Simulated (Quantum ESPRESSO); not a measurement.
# Ru in Quantum ESPRESSO: work function with PBE

Aim: the work function of Ru with PBE.

All numbers are computed with Quantum ESPRESSO 7.5; they aren't measurements. Logs are shortened: lines on timing, memory, paths and dates and some standing lists are left out, and cuts for length are marked.

## 1. The slab as given

The cell holds a slab with vacuum, 7 atoms: a = 2.706 Å, b = 2.706 Å, c = 27.846 Å, α = 90.00°, β = 90.00°, γ = 120.00°.

## 2. Work function, PBE

pw.in

```
&CONTROL
  calculation = 'scf'
  prefix = 'pwscf'
  outdir = './tmp'
  pseudo_dir = './pseudo'
  tprnfor = .true.
  disk_io = 'low'
/
&SYSTEM
  ibrav = 0
  celldm(1) = 8
  nat = 7
  ntyp = 1
  ecutwfc = 84
  nbnd = 72
  occupations = 'smearing'
  smearing = 'fd'
  degauss = 0.00367493
/
&ELECTRONS
  conv_thr = 7d-09
  electron_maxstep = 150
  mixing_beta = 0.3
  mixing_mode = 'local-TF'
/
ATOMIC_SPECIES
Ru   101.0700 Ru.upf
CELL_PARAMETERS alat
  0.6391524612372  -0.0000000000000   0.0000000000000
 -0.3195762306105   0.5535222683181   0.0000000000000
  0.0000000000000   0.0000000000000   6.5775933435615
ATOMIC_POSITIONS crystal
Ru     0.6666666667    0.3333333334    0.2693414064
Ru     0.3333333333    0.6666666666    0.3462276043
Ru     0.6666666667    0.3333333334    0.4231138021
Ru     0.3333333333    0.6666666666    0.5000000000
Ru     0.6666666667    0.3333333334    0.5768861979
Ru     0.3333333333    0.6666666666    0.6537723957
Ru     0.6666666667    0.3333333334    0.7306585936
K_POINTS automatic
11 11 1 0 0 0
```

pp_density.in

```
&INPUTPP
  prefix = 'pwscf'
  outdir = './tmp'
  filplot = 'density.dat'
  plot_num = 0
/
&PLOT
  nfile = 1
  filepp(1) = 'density.dat'
  iflag = 3
  output_format = 6
  fileout = 'density.cube'
/
```

pp_potential.in

```
&INPUTPP
  prefix = 'pwscf'
  outdir = './tmp'
  filplot = 'potential.dat'
  plot_num = 11
/
&PLOT
  nfile = 1
  filepp(1) = 'potential.dat'
  iflag = 3
  output_format = 6
  fileout = 'potential.cube'
/
```

pp_elf.in

```
&INPUTPP
  prefix = 'pwscf'
  outdir = './tmp'
  filplot = 'elf.dat'
  plot_num = 8
/
&PLOT
  nfile = 1
  filepp(1) = 'elf.dat'
  iflag = 3
  output_format = 6
  fileout = 'elf.cube'
/
```

Potentials or basis: PseudoDojo 0.4.1 SR PBE standard.

Run with:

```sh
> OMP_NUM_THREADS=1 pw.x -in pw.in > pw.out
> OMP_NUM_THREADS=1 pp.x -in pp_density.in > pp_density.out
> OMP_NUM_THREADS=1 pp.x -in pp_potential.in > pp_potential.out
> OMP_NUM_THREADS=1 pp.x -in pp_elf.in > pp_elf.out
```

pw.out:

```text
This program is part of the open-source Quantum ESPRESSO suite
     for quantum simulation of materials; please cite
[... 9 lines left out ...]
     --------------------
     sticks:   dense  smooth     PW     G-vecs:    dense   smooth      PW
     Sum         595     595    187               123781   123781   19673

     Using Slab Decomposition

     bravais-lattice index     =            0
     lattice parameter (alat)  =       8.0000  a.u.
     unit-cell volume          =    1191.4520 (a.u.)^3
     number of atoms/cell      =            7
     number of atomic types    =            1
     number of electrons       =       112.00
     number of Kohn-Sham states=           72
     kinetic-energy cutoff     =      84.0000  Ry
     charge density cutoff     =     336.0000  Ry
     scf convergence threshold =      7.0E-09
     mixing beta               =       0.3000
     number of iterations used =            8  local-TF  mixing
     Exchange-correlation= PBE
                           (   1   4   3   4   0   0   0)

     celldm(1)=   8.000000  celldm(2)=   0.000000  celldm(3)=   0.000000
     celldm(4)=   0.000000  celldm(5)=   0.000000  celldm(6)=   0.000000

     crystal axes: (cart. coord. in units of alat)
               a(1) = (   0.639152  -0.000000   0.000000 )
               a(2) = (  -0.319576   0.553522   0.000000 )
               a(3) = (   0.000000   0.000000   6.577593 )

     reciprocal axes: (cart. coord. in units 2 pi/alat)
               b(1) = (  1.564572  0.903306 -0.000000 )
               b(2) = (  0.000000  1.806612 -0.000000 )
               b(3) = ( -0.000000 -0.000000  0.152031 )

     PseudoPot. # 1 for Ru read from file:
     Ru.upf
     Pseudo is Norm-conserving + core correction, Zval = 16.0
     Generated using ONCVPSP code by D. R. Hamann
     Using radial grid of 1584 points,  6 beta functions with:
                l(1) =   0
                l(2) =   0
                l(3) =   1
                l(4) =   1
                l(5) =   2
                l(6) =   2

     atomic species   valence    mass     pseudopotential
     Ru               16.00   101.07000     Ru( 1.00)

     12 Sym. Ops. (no inversion) found

   Cartesian axes

     site n.     atom                  positions (alat units)
         1        Ru     tau(   1) = (   0.3195762   0.1845074   1.7716182  )
         2        Ru     tau(   2) = (   0.0000000   0.3690148   2.2773444  )
         3        Ru     tau(   3) = (   0.3195762   0.1845074   2.7830705  )
         4        Ru     tau(   4) = (   0.0000000   0.3690148   3.2887967  )
         5        Ru     tau(   5) = (   0.3195762   0.1845074   3.7945228  )
         6        Ru     tau(   6) = (   0.0000000   0.3690148   4.3002490  )
         7        Ru     tau(   7) = (   0.3195762   0.1845074   4.8059751  )

     number of k points=    16  Fermi-Dirac smearing, width (Ry)=  0.0037
                       cart. coord. in units 2pi/alat
        k(    1) = (   0.0000000   0.0000000   0.0000000), wk =   0.0165289
        k(    2) = (   0.0000000   0.1642375   0.0000000), wk =   0.0991736
        k(    3) = (   0.0000000   0.3284749   0.0000000), wk =   0.0991736
        k(    4) = (   0.0000000   0.4927124   0.0000000), wk =   0.0991736
        k(    5) = (   0.0000000   0.6569498   0.0000000), wk =   0.0991736
        k(    6) = (   0.0000000   0.8211873   0.0000000), wk =   0.0991736
[... 8 lines left out ...]
        k(   15) = (   0.4267014   0.7390686   0.0000000), wk =   0.0991736
        k(   16) = (   0.4267014   0.9033060   0.0000000), wk =   0.0991736

     Dense  grid:   123781 G-vectors     FFT dimensions: (  30,  30, 320)

     Initial potential from superposition of free atoms

     starting charge     111.9946, renormalised to     112.0000

     negative rho (up, down):  5.813E-05 0.000E+00
     Starting wfcs are   70 randomized atomic wfcs +    2 random wfcs

     Self-consistent Calculation

     iteration #  1     ecut=    84.00 Ry     beta= 0.30
     Davidson diagonalization with overlap
     ethr =  1.00E-02,  avg # of iterations =  6.7

     negative rho (up, down):  3.678E-08 0.000E+00

     total energy              =   -1415.11849250 Ry
     estimated scf accuracy    <       1.74695136 Ry

     iteration #  2     ecut=    84.00 Ry     beta= 0.30
     Davidson diagonalization with overlap
     ethr =  1.56E-03,  avg # of iterations =  1.0

     total energy              =   -1414.95798421 Ry
     estimated scf accuracy    <       0.67093022 Ry

     iteration #  3     ecut=    84.00 Ry     beta= 0.30
     Davidson diagonalization with overlap
     ethr =  5.99E-04,  avg # of iterations =  2.8

     total energy              =   -1414.96991403 Ry
     estimated scf accuracy    <       0.10245178 Ry

     iteration #  4     ecut=    84.00 Ry     beta= 0.30
     Davidson diagonalization with overlap
     ethr =  9.15E-05,  avg # of iterations =  4.4

     total energy              =   -1414.98129353 Ry
     estimated scf accuracy    <       0.02839035 Ry

     iteration #  5     ecut=    84.00 Ry     beta= 0.30
     Davidson diagonalization with overlap
     ethr =  2.53E-05,  avg # of iterations =  3.9

     total energy              =   -1414.97947173 Ry
     estimated scf accuracy    <       0.01047495 Ry

     iteration #  6     ecut=    84.00 Ry     beta= 0.30
     Davidson diagonalization with overlap
     ethr =  9.35E-06,  avg # of iterations =  4.6

     total energy              =   -1414.97993477 Ry
     estimated scf accuracy    <       0.00402586 Ry

     iteration #  7     ecut=    84.00 Ry     beta= 0.30
     Davidson diagonalization with overlap
     ethr =  3.59E-06,  avg # of iterations =  5.9
[... 53 lines left out ...]
     total energy              =   -1414.97970914 Ry
     estimated scf accuracy    <       0.00000300 Ry

     iteration # 14     ecut=    84.00 Ry     beta= 0.30
     Davidson diagonalization with overlap
     ethr =  2.68E-09,  avg # of iterations =  5.3

     negative rho (up, down):  1.554E-05 0.000E+00

     total energy              =   -1414.97971113 Ry
     estimated scf accuracy    <       0.00000066 Ry

     iteration # 15     ecut=    84.00 Ry     beta= 0.30
     Davidson diagonalization with overlap
     ethr =  5.87E-10,  avg # of iterations =  4.1

     total energy              =   -1414.97971243 Ry
     estimated scf accuracy    <       0.00000007 Ry

     iteration # 16     ecut=    84.00 Ry     beta= 0.30
     Davidson diagonalization with overlap
     ethr =  6.47E-11,  avg # of iterations =  4.4

     negative rho (up, down):  8.844E-06 0.000E+00

     total energy              =   -1414.97971248 Ry
     estimated scf accuracy    <       0.00000002 Ry

     iteration # 17     ecut=    84.00 Ry     beta= 0.30
     Davidson diagonalization with overlap
     ethr =  1.98E-11,  avg # of iterations =  2.2

     End of self-consistent calculation

          k = 0.0000 0.0000 0.0000 ( 15543 PWs)   bands (ev):

   -62.7363 -62.7320 -62.6444 -62.5618 -62.5059 -62.2719 -62.2719 -33.1512
   -33.0308 -32.7846 -32.4888 -32.2954 -32.2954 -32.2928 -32.2928 -32.2312
   -32.2112 -32.2112 -32.1326 -32.1326 -32.0935 -32.0904 -32.0904 -32.0441
   -31.8489 -31.8489 -31.8489 -31.8489   2.6584   3.2085   3.9575   4.3228
     4.4283   4.7723   4.8108   7.6378   7.6378   7.6608   7.6608   7.7055
     7.7332   7.7767   7.7767   7.9251   7.9251   7.9746   8.0396   8.2340
     8.2340   8.4697   8.4697   8.5679   8.5679   8.8115   9.3314   9.3314
     9.8668   9.8668  10.0329  10.4956  10.4956  11.0646  11.0646  11.1181
    11.4459  11.4459  11.6072  11.6072  11.6399  11.6444  11.6444  15.2468

          k = 0.0000 0.1642 0.0000 ( 15549 PWs)   bands (ev):

   -62.7261 -62.7222 -62.6346 -62.5544 -62.5005 -62.2640 -62.2640 -33.1262
   -33.0143 -32.7825 -32.5151 -32.3649 -32.3425 -32.3123 -32.3090 -32.2554
   -32.2527 -32.2278 -32.1634 -32.1473 -32.1452 -32.0999 -32.0794 -32.0554
   -31.9046 -31.9039 -31.8623 -31.8623   2.9553   3.4916   4.2322   4.5585
     4.6943   5.0451   5.0894   7.2658   7.3137   7.3938   7.4665   7.7022
     7.7768   7.8097   7.8360   7.8514   8.0026   8.1236   8.1381   8.2218
     8.2565   8.4375   8.4982   8.6363   8.7863   8.7884   9.0979   9.2371
     9.5687   9.7168   9.7896  10.1620  10.2829  10.4276  10.7109  11.0221
    11.4133  11.4486  11.6611  11.7395  12.1434  12.8732  13.5082  15.4940

          k = 0.0000 0.3285 0.0000 ( 15577 PWs)   bands (ev):

   -62.6986 -62.6960 -62.6078 -62.5348 -62.4865 -62.2429 -62.2429 -33.0568
   -32.9734 -32.7926 -32.6228 -32.5278 -32.4747 -32.3640 -32.3574 -32.3543
   -32.3522 -32.2719 -32.2711 -32.1793 -32.1606 -32.1265 -32.1054 -32.1031
   -32.0339 -32.0282 -31.8982 -31.8982   3.7345   4.1888   4.8364   5.0659
     5.2836   5.5978   5.7216   6.6861   6.7278   6.9262   7.0237   7.1992
     7.3420   7.5837   7.6839   7.9494   8.0895   8.2733   8.2757   8.4933
     8.5378   8.5877   8.6331   8.7396   8.8946   8.9957   9.0710   9.3206
     9.3788   9.5105   9.7738   9.8418  10.3269  10.3565  10.9443  11.1108
    11.4460  11.7627  11.9301  12.1352  13.2881  14.4035  15.4042  16.2283

          k = 0.0000 0.4927 0.0000 ( 15543 PWs)   bands (ev):

   -62.6624 -62.6611 -62.5708 -62.5093 -62.4700 -62.2152 -62.2152 -32.9676
   -32.9453 -32.8599 -32.7989 -32.7169 -32.6550 -32.5305 -32.4577 -32.4157
   -32.4079 -32.3340 -32.3257 -32.2554 -32.2300 -32.2240 -32.1798 -32.1630
   -32.0866 -32.0862 -31.9449 -31.9448   4.5172   4.6741   4.9910   5.1934
     5.3675   5.5931   5.8222   6.2362   6.3722   6.5967   6.8533   6.8652
     6.9424   7.7535   7.8411   8.0206   8.1005   8.3595   8.3840   8.6424
     8.6759   8.7811   9.0038   9.0928   9.2390   9.6695   9.9224  10.0543
    10.1393  10.2025  10.3229  10.5620  10.6927  10.7238  11.0111  11.4807
    11.6919  11.8551  12.0965  12.9807  14.4418  15.8353  16.9766  17.3964
[... 111 lines left out ...]
   -62.6002 -62.6002 -62.4941 -62.4660 -62.4539 -62.1673 -62.1673 -33.0386
   -33.0308 -32.9697 -32.9602 -32.8511 -32.7205 -32.6864 -32.6589 -32.6145
   -32.5590 -32.4967 -32.4745 -32.4126 -32.3655 -32.3496 -32.2767 -32.2737
   -32.1349 -32.1341 -32.1045 -32.1030   4.8419   4.8460   5.0986   5.2538
     5.3731   5.5151   5.9469   5.9776   6.1185   6.5964   6.6521   6.7482
     7.0780   7.3164   7.3661   7.5784   8.1790   8.3253   8.4565   8.7145
     9.0975   9.3697   9.4606   9.4835   9.7365  10.1845  10.9085  11.0872
    11.1382  11.4017  11.6658  11.7577  11.9889  12.1371  12.1892  15.1310
    15.2958  15.6118  16.0789  16.6466  17.2752  17.7243  19.0675  19.0696

          k = 0.4267 0.7391 0.0000 ( 15444 PWs)   bands (ev):

   -62.5988 -62.5987 -62.4918 -62.4650 -62.4541 -62.1662 -62.1662 -32.9901
   -32.9619 -32.9395 -32.8853 -32.8735 -32.7546 -32.7099 -32.6600 -32.6533
   -32.5603 -32.5506 -32.4637 -32.4504 -32.3618 -32.3393 -32.2841 -32.2751
   -32.1889 -32.1874 -32.1023 -32.1012   5.0738   5.2274   5.3935   5.5991
     5.8475   5.8515   6.1448   6.1997   6.3533   6.5344   6.5746   6.8090
     6.9948   7.4126   7.5548   7.7709   7.8031   7.9072   8.3958   8.4411
     8.6372   8.6634   8.9944   9.0192   9.2179   9.8807  10.6930  10.7560
    10.7751  11.2554  11.6379  11.6742  12.0038  12.1503  12.1884  15.2705
    15.5744  16.0032  16.5217  17.1952  18.0887  18.8415  19.8419  19.9095

          k = 0.4267 0.9033 0.0000 ( 15394 PWs)   bands (ev):

   -62.5920 -62.5920 -62.4784 -62.4603 -62.4574 -62.1609 -62.1609 -32.9769
   -32.9547 -32.9189 -32.9029 -32.8294 -32.7983 -32.7571 -32.7217 -32.6584
   -32.5909 -32.5614 -32.4921 -32.4426 -32.3698 -32.3534 -32.3028 -32.2959
   -32.2319 -32.2226 -32.1038 -32.1026   4.9924   5.2640   5.5285   5.7884
     5.9268   5.9958   6.0809   6.2848   6.3370   6.4177   6.5349   6.8324
     6.9425   7.5247   7.6368   7.6505   7.7865   7.8840   8.2555   8.2620
     8.7130   8.7242   9.2431   9.2654   9.3948   9.9299  10.7602  11.0773
    11.0821  11.3886  11.5505  11.5895  11.7253  11.8013  11.8326  16.8856
    17.3505  17.5569  17.7994  17.8985  18.1270  18.2473  19.1359  19.4262

     the Fermi energy is    10.4360 ev

!    total energy              =   -1414.97971246 Ry
     estimated scf accuracy    <          9.2E-10 Ry
     smearing contrib. (-TS)   =      -0.00551361 Ry
     internal energy E=F+TS    =   -1414.97419885 Ry

     The total energy is F=E-TS. E is the sum of the following terms:
     one-electron contribution =  -13450.80334646 Ry
     hartree contribution      =    6756.41175607 Ry
     xc contribution           =    -238.76107838 Ry
     ewald contribution        =    5518.17846991 Ry

     convergence has been achieved in  17 iterations

     Forces acting on atoms (cartesian axes, Ry/au):

     atom    1 type  1   force =     0.00000000   -0.00000000    0.02359993
     atom    2 type  1   force =     0.00000000   -0.00000000   -0.02790641
     atom    3 type  1   force =     0.00000000   -0.00000000   -0.00730733
     atom    4 type  1   force =     0.00000000   -0.00000000    0.00000000
     atom    5 type  1   force =    -0.00000000   -0.00000000    0.00730733
     atom    6 type  1   force =     0.00000000   -0.00000000    0.02790641
     atom    7 type  1   force =     0.00000000    0.00000000   -0.02359993

     Total force =     0.052709     Total SCF correction =     0.000144

=------------------------------------------------------------------------------=
   JOB DONE.
=------------------------------------------------------------------------------=
```

It took 9.3 min on 1 thread of Arm Neoverse V1, shared host; peak memory 0.51 GiB.

Results:

| Property | Result |
| --- | --- |
| Free energy | -19251.7797 eV |
| Largest force | 0.718 eV/Å |
| Band gap on the k mesh | none (metal or under the smearing width) |
| Work function of the upper face | 5.11 eV |
| Work function of the lower face | 5.11 eV |

Forces in eV/Å, atoms in the order of the input:
```
Ru   0.000  0.000  0.607
Ru   0.000  0.000 -0.718
Ru   0.000  0.000 -0.188
Ru   0.000  0.000  0.000
Ru   0.000  0.000  0.188
Ru   0.000  0.000  0.718
Ru   0.000  0.000 -0.607
```

Levels at points of the mesh, in eV from the Fermi level:
```
           k point  band 52  band 53  band 54  band 55  band 56  band 57  band 58  band 59
(0.00, 0.00, 0.00)    -1.87    -1.87    -1.62    -1.10    -1.10    -0.57    -0.57    -0.40
```
